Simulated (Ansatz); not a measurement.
# C₂H₇BSi: basis-set convergence

An exercise on one series of results from a longer session: the logs are not shown, and one member is left open.

Method: one geometry, several basis sets; program: Ansatz 0.2.0, Gaussian basis.

Levels to be run: PBE0-D4/def2-SVP; ωB97M-V/def2-SVP; PBE0-D4/def2-QZVPP; ωB97M-V/def2-QZVPP; the functionals' def2-TZVPP values are taken from earlier runs.

### Structure used throughout

An earlier PBE0-D4 in a triple-zeta def2 set relaxation fixed the geometry.

11 atoms, charge 0, spin multiplicity 1.

Atoms are counted from 1 here; the program's logs count them from 0.

Bond lengths: C1–C2 1.340 Å, C1–H5 1.087 Å, C1–H6 1.086 Å, C2–B3 1.536 Å, C2–H7 1.089 Å, B3–Si4 2.018 Å, B3–H8 1.200 Å, Si4–H9 1.494 Å, Si4–H10 1.488 Å, Si4–H11 1.494 Å. Angles: C2–C1–H5 122.8°, C2–C1–H6 120.6°, H5–C1–H6 116.5°, C1–C2–B3 120.5°, C1–C2–H7 117.4°, B3–C2–H7 122.0°, C2–B3–Si4 121.9°, C2–B3–H8 116.8°, Si4–B3–H8 121.2°, B3–Si4–H9 109.9°, B3–Si4–H10 114.7°, B3–Si4–H11 109.7°, H9–Si4–H10 107.8°, H9–Si4–H11 106.6°, H10–Si4–H11 107.8°.

The first run:

Contents of in.yaml:

```yaml
crystal:
  periodic: [false, false, false]
  atoms:
    - {symbol: C, position_ang: [0.182816, 2.266009, -0.209622]}
    - {symbol: C, position_ang: [0.187147, 1.037789, 0.326649]}
    - {symbol: B, position_ang: [-0.150831, -0.189972, -0.531923]}
    - {symbol: Si, position_ang: [-0.140646, -2.059141, 0.227453]}
    - {symbol: H, position_ang: [0.421376, 3.159809, 0.361871]}
    - {symbol: H, position_ang: [-0.062837, 2.411053, -1.257704]}
    - {symbol: H, position_ang: [0.442139, 0.951817, 1.382093]}
    - {symbol: H, position_ang: [-0.424051, 0.012966, -1.682730]}
    - {symbol: H, position_ang: [1.200324, -2.363998, 0.810527]}
    - {symbol: H, position_ang: [-0.464895, -3.130667, -0.753109]}
    - {symbol: H, position_ang: [-1.125245, -2.152564, 1.347098]}
basis:
  gaussian: {orbitals: def2-SVP}
hamiltonian: {xc: pbe0, dispersion: d4}
output: {orbitals: {seedname: orbitals}}
```

The run is started by

```sh
$ ansatz run in.yaml --threads 2 --pin off --events-out ev --progress --plain --max-ram 4352MiB
```

Steps of the session up to this table: PBE0-D4 in def2-SVP; ωB97M-V in def2-SVP; PBE0-D4 in def2-QZVPP; ωB97M-V in def2-QZVPP.

One of the session's tables, all rows but one given; the rest of the session is left out.

It belongs to the step «Functionals by basis». 

```
functional       basis  HOMO (eV)  LUMO (eV)
   PBE0-D4    def2-SVP      -7.98      -2.44
   PBE0-D4  def2-TZVPP      -7.99      -2.49
   PBE0-D4  def2-QZVPP      -8.00      -2.50
   ωB97M-V    def2-SVP     -10.13      -0.37
   ωB97M-V  def2-TZVPP     -10.17      -0.49
   ωB97M-V  def2-QZVPP          ?          ?
```

**Question.** Estimate the row for ωB97M-V, def2-QZVPP.

The run gave: HOMO (eV): -10.18; LUMO (eV): -0.51. In the column «HOMO (eV)» it is the lowest.
